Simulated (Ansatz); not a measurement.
**C₃H₇BSi: one species, many methods**

One table from this session's results is given with a row withheld; the runs are named, their logs left out.

Computed with Ansatz 0.2.0, Gaussian basis. Level: functionals in def2-TZVPP, the program's frozen cores in correlated methods.

Plan: PBE-D4, r2SCAN-D4, PBE0-D4, B3LYP-D4, ωB97X-V, ωB97M-V, B2PLYP; CCSD(T)/def2-TZVPP; MP2/def2-QZVPP; extrapolation to the limit.

### The geometry

All runs share one geometry, relaxed beforehand with PBE0-D4 in a triple-zeta def2 set.

12 atoms, charge 0, spin multiplicity 1.

Atoms are counted from 1 here; the program's logs count them from 0.

Bond lengths: C1–C2 1.212 Å, C1–H6 1.066 Å, C2–B3 1.496 Å, B3–Si4 2.016 Å, B3–H7 1.197 Å, Si4–C5 1.874 Å, Si4–H8 1.495 Å, Si4–H9 1.495 Å, C5–H10 1.092 Å, C5–H11 1.092 Å, C5–H12 1.092 Å. Angles: C2–C1–H6 179.1°, C1–C2–B3 177.3°, C2–B3–Si4 121.1°, C2–B3–H7 118.7°, Si4–B3–H7 120.2°, B3–Si4–C5 114.3°, B3–Si4–H8 107.6°, B3–Si4–H9 107.6°, C5–Si4–H8 110.2°, C5–Si4–H9 110.2°, H8–Si4–H9 106.4°, Si4–C5–H10 110.5°, Si4–C5–H11 111.4°, Si4–C5–H12 110.5°, H10–C5–H11 108.3°, H10–C5–H12 107.7°, H11–C5–H12 108.3°.

The first run:

in.yaml

```yaml
crystal:
  periodic: [false, false, false]
  atoms:
    - {symbol: C, position_ang: [0.278597, 2.738874, 0.701489]}
    - {symbol: C, position_ang: [0.374028, 1.589660, 1.073783]}
    - {symbol: B, position_ang: [0.471126, 0.150034, 1.469746]}
    - {symbol: Si, position_ang: [0.031833, -1.321934, 0.164574]}
    - {symbol: C, position_ang: [-0.489652, -0.720285, -1.531343]}
    - {symbol: H, position_ang: [0.199049, 3.754651, 0.388614]}
    - {symbol: H, position_ang: [0.816712, -0.117688, 2.583542]}
    - {symbol: H, position_ang: [1.234669, -2.202011, 0.053690]}
    - {symbol: H, position_ang: [-1.048692, -2.157110, 0.771714]}
    - {symbol: H, position_ang: [0.303818, -0.123231, -1.986595]}
    - {symbol: H, position_ang: [-0.715261, -1.555343, -2.197766]}
    - {symbol: H, position_ang: [-1.379326, -0.090716, -1.457548]}
basis:
  gaussian: {orbitals: def2-TZVPP}
hamiltonian: {xc: pbe, dispersion: d4}
output: {forces: true, orbitals: {seedname: orbitals}}
```

On the command line:

```bash
ansatz run in.yaml --threads 4 --pin off --events-out ev --progress --plain --max-ram 10444MiB
```

Steps of the session up to this table: PBE-D4 (GGA); r2SCAN-D4 (meta-GGA); PBE0-D4 (hybrid); B3LYP-D4 (hybrid); ωB97X-V (range-separated); ωB97M-V (range-separated); B2PLYP (double hybrid); CCSD(T) in def2-TZVPP; MP2 in def2-QZVPP.

One table of the session follows, with a row left open; its other results are not shown here.

| method | atomisation energy (kJ/mol) |
| --- | --- |
| PBE-D4 | ? |
| r2SCAN-D4 | 4621.3 |
| PBE0-D4 | 4619.2 |
| B3LYP-D4 | 4611.8 |
| ωB97X-V | 4600.8 |
| ωB97M-V | 4608.0 |
| B2PLYP | 4564.4 |
| HF/def2-TZVPP | 3496.4 |
| MP2/def2-TZVPP | 4542.9 |
| CCSD/def2-TZVPP | 4416.3 |
| CCSD(T)/def2-TZVPP | 4479.8 |
| MP2/CBS | 4646.4 |
| CCSD(T)/CBS | 4583.4 |

Q: Estimate the row for PBE-D4 from the others.

**Answer.** atomisation energy (kJ/mol): 4680.6. In the column «atomisation energy (kJ/mol)» it is the highest.

Limits of these values: Free atoms (3 C, 1 B, 1 Si, 7 H) were run apart at each level; the atomisation energy is their sum less the molecule, without zero-point or spin-orbit terms.
